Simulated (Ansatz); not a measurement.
# AlGe (quartet): from Hartree-Fock to the top rungs, cc-pVTZ

How much of the correlation energy of AlGe (quartet) does each wave-function method recover here?

Method: cc-pVTZ, correlated electrons: outside noble gas; program: Ansatz 0.2.0, Gaussian basis.

The runs, in order: UHF; CCSD(T) on ROHF; CCSD(T) on UHF; BCCD(T) on ROHF; CISD; CCSDT(Q) on ROHF; CCSDT(Q) on UHF; CASSCF and MRCISD+Q, 7 electrons in 8 orbitals; CASSCF and NEVPT2, 7 electrons in 8 orbitals.

## (1) The system

The geometry is a PBE0/def2-TZVP stationary point (not a proven minimum) of the parent state, kept for this charge and spin. No spin-orbit coupling is included. The filled d shell of Ge may be among the frozen orbitals whatever the setting's name suggests; the logs give the count.

2 atoms, charge 0, spin multiplicity 4.

Atoms are counted from 1 here; the program's logs count them from 0.

Bond lengths: Ge1–Al2 2.446 Å.

Geometry (Å):

```xyz
2
charge 0, multiplicity 4
Ge    0.00000    0.00000    0.00000
Al    0.00000    0.00000    2.44638
```

In the tables R marks a restricted open-shell determinant and U an unrestricted one; 'valence' is the active space of 7 electrons in 8 orbitals; correlation energies count from the lowest restricted Hartree-Fock solution.

## (2) UHF

in.yaml

```yaml
crystal:
  periodic: [false, false, false]
  atoms:
    - {symbol: Ge, position_ang: [0.000000, 0.000000, 0.000000]}
    - {symbol: Al, position_ang: [0.000000, 0.000000, 2.446378]}
basis:
  gaussian: {orbitals: cc-pVTZ}
magnetization: {spin_polarized: true, initial_magnetization: 3}
hamiltonian: {xc: hf}
output: {orbitals: {seedname: orbitals}}
```

The run is started by

```bash
> ansatz run in.yaml --threads 1 --pin off --events-out ev --progress --plain --max-ram 2393MiB
```

Output:

```text
Functional definition: HF
  name "HF"
  cite "Fock, Z. Phys. 61, 126 (1930) doi:10.1007/BF01340294"
  parent pbe
  exchange = exact_x
  correlation = 0
508 factors; integrals over basis functions are off by at most 1.1e-3 eV
mean field evaluation 1: about -63056.3146 eV, gradient 5.4e0 eV
mean field evaluation 2: about -63056.3796 eV, gradient 5.6e0 eV
mean field evaluation 4: about -63056.8409 eV, gradient 1.2e0 eV
mean field evaluation 8: about -63056.8779 eV, gradient 1.1e-1 eV
mean field evaluation 16: about -63055.7552 eV, gradient 4.7e0 eV
mean field evaluation 32: about -63056.8246 eV, gradient 5.2e-1 eV
mean field -63056.87892804 eV, -2317.2975591180 hartree, gradient 2.0e-5 eV, S^2 3.771104; 0 other end points of the search recorded, 0 dependent functions left out
reference -63056.87892804 eV, -2317.2975591180 hartree; 24, 21 occupied and 53, 56 virtual orbitals, 508 factors
Total energy: -63056.87892804 eV, -2317.2975591180 hartree
```

Wall time 1.8 s (1 thread of Arm Neoverse V1, shared host).

From the report: ⟨S²⟩ of the determinant 3.771 (pure quartet: 3.75).

## (3) CCSD(T) on ROHF

in.yaml

```yaml
crystal:
  periodic: [false, false, false]
  atoms:
    - {symbol: Ge, position_ang: [0.000000, 0.000000, 0.000000]}
    - {symbol: Al, position_ang: [0.000000, 0.000000, 2.446378]}
basis:
  gaussian: {orbitals: cc-pVTZ}
magnetization: {spin_polarized: false, initial_magnetization: 3}
correlation: {method: ccsd_t, electrons: outside_noble_gas}
output: {forces: true}
```

The command is unchanged.

Output, shortened:

```text
Functional definition: HF
  name "HF"
  cite "Fock, Z. Phys. 61, 126 (1930) doi:10.1007/BF01340294"
  parent pbe
[...]
508 factors; integrals over basis functions are off by at most 1.1e-3 eV
[...]
mean field -63056.77971236 eV, -2317.2939130088 hartree, gradient 3.0e-6 eV, S^2 3.750000; 2 other end points of the search recorded, 0 dependent functions left out
[...]
determinant -63056.77971236 eV, -2317.2939130088 hartree, with singles and doubles -63060.68246606 eV, -2317.4373365620 hartree
determinant -63054.27640853 eV, -2317.2019182899 hartree, with singles and doubles -63058.27421534 eV, -2317.3488349804 hartree
determinant -63053.51317615 eV, -2317.1738700172 hartree, with singles and doubles -63057.54455145 eV, -2317.3220203270 hartree
19 core orbitals not correlated: weight in the atoms' cores, before any rotation towards them, 1.000 or more for the frozen orbitals, at most 0.000 for the correlated occupied ones
reference -63056.77971236 eV, -2317.2939130088 hartree; 5, 2 occupied and 53, 56 virtual orbitals, 508 factors
second order -3.15204811 eV of doubles, -0.03766693 eV of singles
cycle   1  -3.82799638 eV  change   -2.0e-1 eV  update   2.2e-2
[...]
cycle  13  -3.84176306 eV  change    1.0e-7 eV  update   4.4e-7
perturbative correction -0.21808769 eV, -0.0080145749 hartree
[...]
Total energy: -63060.83956311 eV, -2317.4431097720 hartree
Atom 0 at     0.000000     0.000000     0.000000 Å, force    -0.000000     0.000000    -0.355316 eV/Å
Atom 1 at     0.000000     0.000000     2.446378 Å, force     0.000000    -0.000000     0.355316 eV/Å
Dipole moment:    -0.000000     0.000000     0.231447 e Å
```

Run time: 10 s. Hardware: 1 thread of Arm Neoverse V1, shared host; peak memory 0.27 GiB.

From the report: correlation -4.0599 eV; T1 0.038; largest double amplitude 0.07.

## (4) CCSD(T) on UHF

in.yaml: that of step 3 with these lines changed.

```diff
@@ -7,3 +7,3 @@
   gaussian: {orbitals: cc-pVTZ}
-magnetization: {spin_polarized: false, initial_magnetization: 3}
+magnetization: {spin_polarized: true, initial_magnetization: 3}
 correlation: {method: ccsd_t, electrons: outside_noble_gas}
```

Same command.

Output, shortened:

```text
Functional definition: HF
  name "HF"
  cite "Fock, Z. Phys. 61, 126 (1930) doi:10.1007/BF01340294"
  parent pbe
[...]
508 factors; integrals over basis functions are off by at most 1.1e-3 eV
[...]
mean field -63056.87892804 eV, -2317.2975591180 hartree, gradient 5.5e-6 eV, S^2 3.771104; 5 other end points of the search recorded, 0 dependent functions left out
determinant -63056.87892804 eV, -2317.2975591180 hartree, with singles and doubles -63060.69817367 eV, -2317.4379138060 hartree
determinant -63054.65421503 eV, -2317.2158024227 hartree, with singles and doubles -63058.11863682 eV, -2317.3431175753 hartree
19 core orbitals not correlated: weight in the atoms' cores, before any rotation towards them, 1.000 or more for the frozen orbitals, at most 0.000 for the correlated occupied ones
reference -63056.87892804 eV, -2317.2975591180 hartree; 5, 2 occupied and 53, 56 virtual orbitals, 508 factors
second order -3.08081353 eV of doubles, -0.00000000 eV of singles
cycle   1  -3.74561394 eV  change   -2.1e-1 eV  update   2.2e-2
[...]
cycle  13  -3.75787626 eV  change   -6.7e-8 eV  update   4.8e-7
perturbative correction -0.21370020 eV, -0.0078533373 hartree
[...]
Total energy: -63060.85050450 eV, -2317.4435118606 hartree
Atom 0 at     0.000000     0.000000     0.000000 Å, force     0.000000     0.000000    -0.355006 eV/Å
Atom 1 at     0.000000     0.000000     2.446378 Å, force    -0.000000    -0.000000     0.355006 eV/Å
Dipole moment:    -0.000000     0.000000     0.232124 e Å
```

Run time: 13 s. Hardware: 1 thread of Arm Neoverse V1, shared host; peak memory 0.27 GiB.

From the report: ⟨S²⟩ of the determinant 3.771 (pure quartet: 3.75); correlation -3.9716 eV; T1 0.032; largest double amplitude 0.07.

## (5) BCCD(T) on ROHF

in.yaml

```yaml
crystal:
  periodic: [false, false, false]
  atoms:
    - {symbol: Ge, position_ang: [0.000000, 0.000000, 0.000000]}
    - {symbol: Al, position_ang: [0.000000, 0.000000, 2.446378]}
basis:
  gaussian: {orbitals: cc-pVTZ}
magnetization: {spin_polarized: false, initial_magnetization: 3}
correlation: {method: bccd_t, electrons: outside_noble_gas}
```

The command is unchanged.

Output, shortened:

```text
Functional definition: HF
  name "HF"
  cite "Fock, Z. Phys. 61, 126 (1930) doi:10.1007/BF01340294"
  parent pbe
[...]
508 factors; integrals over basis functions are off by at most 1.1e-3 eV
[...]
mean field -63056.77971236 eV, -2317.2939130088 hartree, gradient 3.0e-6 eV, S^2 3.750000; 2 other end points of the search recorded, 0 dependent functions left out
[...]
determinant -63056.77971236 eV, -2317.2939130088 hartree, with singles and doubles -63060.68246606 eV, -2317.4373365620 hartree
determinant -63054.27640853 eV, -2317.2019182899 hartree, with singles and doubles -63058.27421534 eV, -2317.3488349804 hartree
determinant -63053.51317615 eV, -2317.1738700172 hartree, with singles and doubles -63057.54455145 eV, -2317.3220203270 hartree
19 core orbitals not correlated: weight in the atoms' cores, before any rotation towards them, 1.000 or more for the frozen orbitals, at most 0.000 for the correlated occupied ones
reference -63056.77971236 eV, -2317.2939130088 hartree; 5, 2 occupied and 53, 56 virtual orbitals, 508 factors
second order -3.15204811 eV of doubles, -0.03766693 eV of singles
cycle   1  -3.83014196 eV  change   -2.1e-1 eV  update   2.5e-2
[...]
cycle  11  -3.83262420 eV  change   -2.9e-6 eV  update   6.1e-6
perturbative correction -0.22783947 eV, -0.0083729463 hartree
Total energy: -63060.84017604 eV, -2317.4431322967 hartree
```

Run time: 6 s. Hardware: 1 thread of Arm Neoverse V1, shared host.

From the report: correlation -4.0605 eV; largest double amplitude 0.07.

## (6) CISD

in.yaml: that of step 5 with these lines changed.

```diff
@@ -8,2 +8,2 @@
 magnetization: {spin_polarized: false, initial_magnetization: 3}
-correlation: {method: bccd_t, electrons: outside_noble_gas}
+correlation: {active_space: {ras: {orbitals: [2, 3, 53], electrons: 7, max_holes: 2, max_particles: 2}, fixed_orbitals: true}}
```

Same command.

Output:

```text
Functional definition: HF
  name "HF"
  cite "Fock, Z. Phys. 61, 126 (1930) doi:10.1007/BF01340294"
  parent pbe
  exchange = exact_x
  correlation = 0
508 factors; integrals over basis functions are off by at most 1.1e-3 eV
mean field evaluation 1: about -63056.3528 eV, gradient 4.3e0 eV
mean field evaluation 2: about -63056.4137 eV, gradient 4.5e0 eV
mean field evaluation 4: about -63056.7423 eV, gradient 1.3e0 eV
mean field evaluation 8: about -63056.7736 eV, gradient 2.7e-1 eV
mean field evaluation 16: about -63056.7797 eV, gradient 3.0e-6 eV
mean field -63056.77971236 eV, -2317.2939130088 hartree, gradient 3.0e-6 eV, S^2 3.750000; 0 other end points of the search recorded, 0 dependent functions left out
reference -63056.77971236 eV, -2317.2939130088 hartree; 24, 21 occupied and 53, 56 virtual orbitals, 508 factors
state -63060.47211487 eV, -2317.4296062983 hartree
Total energy: -63060.47211487 eV, -2317.4296062983 hartree
```

Wall time 7.5 s (1 thread of Arm Neoverse V1, shared host).

From the report: 40,578 determinants.

## (7) CCSDT(Q) on ROHF

in.yaml: that of step 6 with these lines changed.

```diff
@@ -8,2 +8,2 @@
 magnetization: {spin_polarized: false, initial_magnetization: 3}
-correlation: {active_space: {ras: {orbitals: [2, 3, 53], electrons: 7, max_holes: 2, max_particles: 2}, fixed_orbitals: true}}
+correlation: {method: ccsdt_q, electrons: outside_noble_gas}
```

Same command.

Output, shortened:

```text
Functional definition: HF
  name "HF"
  cite "Fock, Z. Phys. 61, 126 (1930) doi:10.1007/BF01340294"
  parent pbe
[...]
834 factors; integrals over basis functions are off by at most 2.4e-7 eV
[...]
mean field -63056.77972068 eV, -2317.2939133147 hartree, gradient 3.4e-6 eV, S^2 3.750000; 2 other end points of the search recorded, 0 dependent functions left out
[...]
determinant -63056.77972068 eV, -2317.2939133147 hartree, with singles and doubles -63060.68247923 eV, -2317.4373370460 hartree
determinant -63054.27642110 eV, -2317.2019187519 hartree, with singles and doubles -63058.27431682 eV, -2317.3488387095 hartree
determinant -63053.51318553 eV, -2317.1738703620 hartree, with singles and doubles -63057.54459036 eV, -2317.3220217569 hartree
19 core orbitals not correlated: weight in the atoms' cores, before any rotation towards them, 1.000 or more for the frozen orbitals, at most 0.000 for the correlated occupied ones
reference -63056.77972068 eV, -2317.2939133147 hartree; 5, 2 occupied and 53, 56 virtual orbitals, 834 factors
second order -3.15205315 eV of doubles, -0.03766693 eV of singles
cycle   1  -3.62423019 eV  change   -4.3e-1 eV  update   9.0e-2
[...]
cycle  16  -4.10328405 eV  change    6.5e-7 eV  update   5.3e-7
perturbative correction -0.01424783 eV, -0.0005235983 hartree
Total energy: -63060.89725257 eV, -2317.4452298206 hartree
```

It took 43 s on 1 thread of Arm Neoverse V1, shared host; peak memory 0.52 GiB.

From the report: correlation -4.1175 eV; T1 0.042; largest double amplitude 0.09.

## (8) CCSDT(Q) on UHF

in.yaml: that of step 7 with these lines changed.

```diff
@@ -7,3 +7,3 @@
   gaussian: {orbitals: cc-pVTZ}
-magnetization: {spin_polarized: false, initial_magnetization: 3}
+magnetization: {spin_polarized: true, initial_magnetization: 3}
 correlation: {method: ccsdt_q, electrons: outside_noble_gas}
```

Same command.

Output, shortened:

```text
Functional definition: HF
  name "HF"
  cite "Fock, Z. Phys. 61, 126 (1930) doi:10.1007/BF01340294"
  parent pbe
[...]
834 factors; integrals over basis functions are off by at most 2.4e-7 eV
[...]
mean field -63056.87893632 eV, -2317.2975594222 hartree, gradient 2.0e-6 eV, S^2 3.771104; 5 other end points of the search recorded, 0 dependent functions left out
determinant -63056.87893632 eV, -2317.2975594222 hartree, with singles and doubles -63060.69818637 eV, -2317.4379142726 hartree
determinant -63054.65422583 eV, -2317.2158028196 hartree, with singles and doubles -63058.11865437 eV, -2317.3431182202 hartree
19 core orbitals not correlated: weight in the atoms' cores, before any rotation towards them, 1.000 or more for the frozen orbitals, at most 0.000 for the correlated occupied ones
reference -63056.87893632 eV, -2317.2975594222 hartree; 5, 2 occupied and 53, 56 virtual orbitals, 834 factors
second order -3.08081872 eV of doubles, -0.00000000 eV of singles
cycle   1  -3.53208182 eV  change   -4.5e-1 eV  update   9.0e-2
[...]
cycle  16  -4.01535215 eV  change    7.3e-7 eV  update   7.9e-7
perturbative correction -0.01479182 eV, -0.0005435892 hartree
Total energy: -63060.90908029 eV, -2317.4456644813 hartree
```

Run time: 43 s. Hardware: 1 thread of Arm Neoverse V1, shared host; peak memory 0.48 GiB.

From the report: ⟨S²⟩ of the determinant 3.771 (pure quartet: 3.75); correlation -4.0301 eV; T1 0.036; largest double amplitude 0.09.

## (9) CASSCF and MRCISD+Q, 7 electrons in 8 orbitals

in.yaml

```yaml
crystal:
  periodic: [false, false, false]
  atoms:
    - {symbol: Ge, position_ang: [0.000000, 0.000000, 0.000000]}
    - {symbol: Al, position_ang: [0.000000, 0.000000, 2.446378]}
basis:
  gaussian: {orbitals: cc-pVTZ}
magnetization: {spin_polarized: false, initial_magnetization: 3}
correlation: {method: fic_mrcisd_q, electrons: outside_noble_gas, active_space: {window: {electrons: 7, orbitals: 8}, shells: [{species: Al, l: s, shell: 3}, {species: Al, l: p, shell: 3}, {species: Ge, l: s, shell: 4}, {species: Ge, l: p, shell: 4}]}}
```

The command is unchanged.

Output, shortened:

```text
Functional definition: HF
  name "HF"
  cite "Fock, Z. Phys. 61, 126 (1930) doi:10.1007/BF01340294"
  parent pbe
[...]
834 factors; integrals over basis functions are off by at most 2.4e-7 eV
[...]
mean field -63056.77972068 eV, -2317.2939133147 hartree, gradient 3.4e-6 eV, S^2 3.750000; 0 other end points of the search recorded, 0 dependent functions left out
reference -63056.77972068 eV, -2317.2939133147 hartree; 24, 21 occupied and 53, 56 virtual orbitals, 834 factors
state -63058.08608223 eV, -2317.3419212162 hartree
contracted CI cycle   1: correlation 0.00000000 eV, 0.0000000000 hartree, residual 1.06e1 eV
contracted CI cycle   2: correlation -2.50416483 eV, -0.0920263600 hartree, residual 2.09e0 eV
contracted CI cycle   3: correlation -2.60076796 eV, -0.0955764595 hartree, residual 4.72e-1 eV
contracted CI cycle   4: correlation -2.60547001 eV, -0.0957492568 hartree, residual 1.07e-1 eV
contracted CI cycle   5: correlation -2.60570396 eV, -0.0957578541 hartree, residual 2.55e-2 eV
contracted CI cycle   6: correlation -2.60571741 eV, -0.0957583487 hartree, residual 6.36e-3 eV
contracted CI cycle   7: correlation -2.60571824 eV, -0.0957583790 hartree, residual 1.59e-3 eV
contracted CI cycle   8: correlation -2.60571829 eV, -0.0957583808 hartree, residual 4.23e-4 eV
state -63058.08608223 eV, -2317.3419212162 hartree; corrected -63060.89334573 eV, -2317.4450862468 hartree
Total energy: -63060.89334573 eV, -2317.4450862468 hartree
Checks for a lower state left out: starts, orbital_swaps
```

Wall time 7.5 s (1 thread of Arm Neoverse V1, shared host); peak memory 0.27 GiB.

From the report: 400 determinants; active occupations 1.98, 1.91, 1.01, 0.99, 0.99, 0.05, 0.05, 0.03.

## (10) CASSCF and NEVPT2, 7 electrons in 8 orbitals

in.yaml

```yaml
crystal:
  periodic: [false, false, false]
  atoms:
    - {symbol: Ge, position_ang: [0.000000, 0.000000, 0.000000]}
    - {symbol: Al, position_ang: [0.000000, 0.000000, 2.446378]}
basis:
  gaussian: {orbitals: cc-pVTZ}
magnetization: {spin_polarized: false, initial_magnetization: 3}
correlation: {method: sc_nevpt2, electrons: outside_noble_gas, active_space: {window: {electrons: 7, orbitals: 8}, shells: [{species: Al, l: s, shell: 3}, {species: Al, l: p, shell: 3}, {species: Ge, l: s, shell: 4}, {species: Ge, l: p, shell: 4}]}}
```

The command is unchanged.

Output:

```text
Functional definition: HF
  name "HF"
  cite "Fock, Z. Phys. 61, 126 (1930) doi:10.1007/BF01340294"
  parent pbe
  exchange = exact_x
  correlation = 0
834 factors; integrals over basis functions are off by at most 2.4e-7 eV
mean field evaluation 1: about -63056.3372 eV, gradient 4.3e0 eV
mean field evaluation 2: about -63056.4109 eV, gradient 4.5e0 eV
mean field evaluation 4: about -63056.7414 eV, gradient 1.3e0 eV
mean field evaluation 8: about -63056.7736 eV, gradient 2.7e-1 eV
mean field evaluation 16: about -63056.7797 eV, gradient 3.4e-6 eV
mean field -63056.77972068 eV, -2317.2939133147 hartree, gradient 3.4e-6 eV, S^2 3.750000; 0 other end points of the search recorded, 0 dependent functions left out
reference -63056.77972068 eV, -2317.2939133147 hartree; 24, 21 occupied and 53, 56 virtual orbitals, 834 factors
state -63058.08608223 eV, -2317.3419212162 hartree
state -63058.08608223 eV, -2317.3419212162 hartree; corrected -63060.27861640 eV, -2317.4224953608 hartree
Total energy: -63060.27861640 eV, -2317.4224953608 hartree
Checks for a lower state left out: starts, orbital_swaps
```

Run time: 5.5 s. Hardware: 1 thread of Arm Neoverse V1, shared host.

From the report: 400 determinants; active occupations 1.98, 1.91, 1.01, 0.99, 0.99, 0.05, 0.05, 0.03.

## (11) How many determinants matter

Natural occupations of the CASSCF valence state about the gap (report; correlated orbitals 1 to 8): 1.980, 1.905, 1.012, 0.987, 0.987, 0.050, 0.050, 0.028. The count of effectively unpaired electrons, Σ n²(2 − n)², is 3.06; a single determinant of this spin has 3.

## (12) All levels against the top one

The yardstick is UCCSDT(Q), where the cluster series has nearly closed. Rows without a time come out of other runs: HF, MP2 and CCSD of CCSD(T), CCSDT of CCSDT(Q), CASSCF and MRCISD of the multireference runs. The times of RCCSD(T), UCCSD(T) include forces.

Differences are taken before rounding.

| method | energy from the lowest RHF (kJ/mol) | from UCCSDT(Q) (kJ/mol) | time |
| --- | --- | --- | --- |
| RHF | 0.0 | +398.4 |  |
| UHF | -9.6 | +388.9 |  |
| RMP2 | -307.8 | +90.7 |  |
| UMP2 | -306.8 | +91.6 |  |
| CISD | -356.3 | +42.2 | 7.5 s |
| RCCSD | -370.7 | +27.7 |  |
| UCCSD | -372.2 | +26.3 |  |
| RCCSD(T) | -391.7 | +6.7 | 10 s |
| UCCSD(T) | -392.8 | +5.7 | 13 s |
| BCCD(T) | -391.8 | +6.6 | 6 s |
| RCCSDT | -395.9 | +2.5 |  |
| UCCSDT | -397.0 | +1.4 |  |
| RCCSDT(Q) | -397.3 | +1.1 | 43 s |
| UCCSDT(Q) | -398.4 | 0 | 43 s |
| CASSCF valence | -126.0 | +272.4 |  |
| NEVPT2 valence | -337.6 | +60.8 | 5.5 s |
| MRCISD valence | -377.5 | +21.0 |  |
| MRCISD+Q valence | -396.9 | +1.5 | 7.5 s |

Levels quicker than the yardstick that no quicker level beats, quickest first: NEVPT2 valence (5.5 s, +60.8 kJ/mol); BCCD(T) (6 s, +6.6 kJ/mol); MRCISD+Q valence (7.5 s, +1.5 kJ/mol); RCCSDT(Q) (43 s, +1.1 kJ/mol).

## (13) Results

| quantity | value |
| --- | --- |
| correlation energy, UCCSDT(Q) | -4.1294 eV |
| RMP2 from UCCSDT(Q) | +90.7 kJ/mol |
| UMP2 from UCCSDT(Q) | +91.6 kJ/mol |
| RCCSD from UCCSDT(Q) | +27.7 kJ/mol |
| RCCSD(T) from UCCSDT(Q) | +6.7 kJ/mol |
| UCCSD(T) from UCCSDT(Q) | +5.7 kJ/mol |
| RCCSDT(Q) from UCCSDT(Q) | +1.1 kJ/mol |
| NEVPT2 valence from UCCSDT(Q) | +60.8 kJ/mol |
| MRCISD+Q valence from UCCSDT(Q) | +1.5 kJ/mol |
| levels of the table within 1 kcal/mol (43 meV) | RCCSDT, UCCSDT, RCCSDT(Q), MRCISD+Q valence |
| T1 diagnostic | 0.038 |
| effectively unpaired electrons | 3.06 |

RCCSD(T) misses by +6.7 kJ/mol, 1.7 % of the correlation energy. One determinant dominates. Of the multireference levels listed MRCISD+Q valence comes nearest in total energy (+1.5 kJ/mol), which doesn't show that its space is the better one. These misses are within one basis, not against nature; the frozen cores of restricted and unrestricted runs differ, which can shift their rows.

RCCSDT(Q) reaches 1.1 kJ/mol from the reference in 43 s, where UCCSDT(Q) took 43 s; of this table's levels given a time the quickest, NEVPT2 valence, takes 5.5 s and misses by 60.8 kJ/mol.
